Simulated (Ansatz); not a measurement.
# BBrH3N: the cost of one run

All numbers below are computed with Ansatz 0.2.0 (RKS PBE0-D4/def2-SVP).

## Step 1: The system as given

Bond lengths: N1–B2 1.486 Å, B2–Br3 2.001 Å, N1–H4 0.984 Å, N1–H5 1.042 Å, B2–H6 1.173 Å. Angles: N1–B2–Br3 121.3°, N1–B2–H6 118.3°, Br3–B2–H6 120.3°, B2–N1–H4 109.0°, B2–N1–H5 110.8°, H4–N1–H5 107.1°.

As a file:

```xyz
6

N    -0.4731   -0.0698   -0.7616
B     0.2609    0.0801    0.5221
Br   -0.2640    1.4682    1.8640
H    -0.8146   -0.9906   -0.8299
H     0.1645    0.0813   -1.5722
H     1.1684   -0.6332    0.7313
```

## Step 2: Preparing the start

Contents of input.yaml:

```yaml
crystal:
  periodic: [false, false, false]
  atoms:
    - { symbol: "N", position_ang: [-0.4731, -0.0698, -0.7616] }
    - { symbol: B, position_ang: [0.2609, 0.0801, 0.5221] }
    - { symbol: Br, position_ang: [-0.264, 1.4682, 1.864] }
    - { symbol: H, position_ang: [-0.8146, -0.9906, -0.8299] }
    - { symbol: H, position_ang: [0.1645, 0.0813, -1.5722] }
    - { symbol: H, position_ang: [1.1684, -0.6332, 0.7313] }
basis:
  gaussian: { orbitals: def2-SVP }
hamiltonian:
  xc: pbe0
  dispersion: d4
relax:
  f_tol: 0.02
  max_steps: 40
output:
  orbitals: {}
```

On the command line:

```bash
ansatz run input.yaml --threads 1 --pin off --max-ram 2048MiB --backend cpu --events-out ev --progress --plain --runs-dir out
```

**Question.** How long does this run take on 1 thread of Arm Neoverse N1, shared host, and how much memory does it need?

About 47 s, with a peak of 0.14 GiB.
